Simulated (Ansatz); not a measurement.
Ge2Sb2Te5:

```
CELL_PARAMETERS angstrom
4.29406 0.00000 0.00000
-2.14703 3.71877 0.00000
0.00000 0.00000 17.10135
ATOMIC_POSITIONS crystal
Te 0.66667 0.33333 0.41989
Te 0.33333 0.66667 0.58011
Te 0.33333 0.66667 0.20154
Te 0.66667 0.33333 0.79846
Te 0.00000 0.00000 0.00000
Sb 0.00000 0.00000 0.32007
Sb 0.00000 0.00000 0.67993
Ge 0.66667 0.33333 0.10290
Ge 0.33333 0.66667 0.89711
```

The cell comes from a database or a generator and needn't be the stable form of this composition.

Program: Ansatz 0.2.0. Alike in all runs: task band structure; potentials or basis Ansatz PAW; no spin polarisation; cell as given; k mesh 7 × 7 × 2; smearing fermi-dirac 0.05 eV.

Problem. Order these runs on this cell by their pressure, lowest first.
A. level revPBE; cutoff (eV) 420
B. level LDA; cutoff (eV) 420
C. level r2SCAN; cutoff (eV) 500
D. level BLYP; cutoff (eV) 420

Solution. B (-3.3 GPa), C (-0.5 GPa), A (1.3 GPa), D (4.3 GPa).

Caveats: the PAW data sets come from PBE, with cores solved anew for the run's functional, which leaves a small shift of forces and pressure.

Runs at the PBE level aren't shown here.
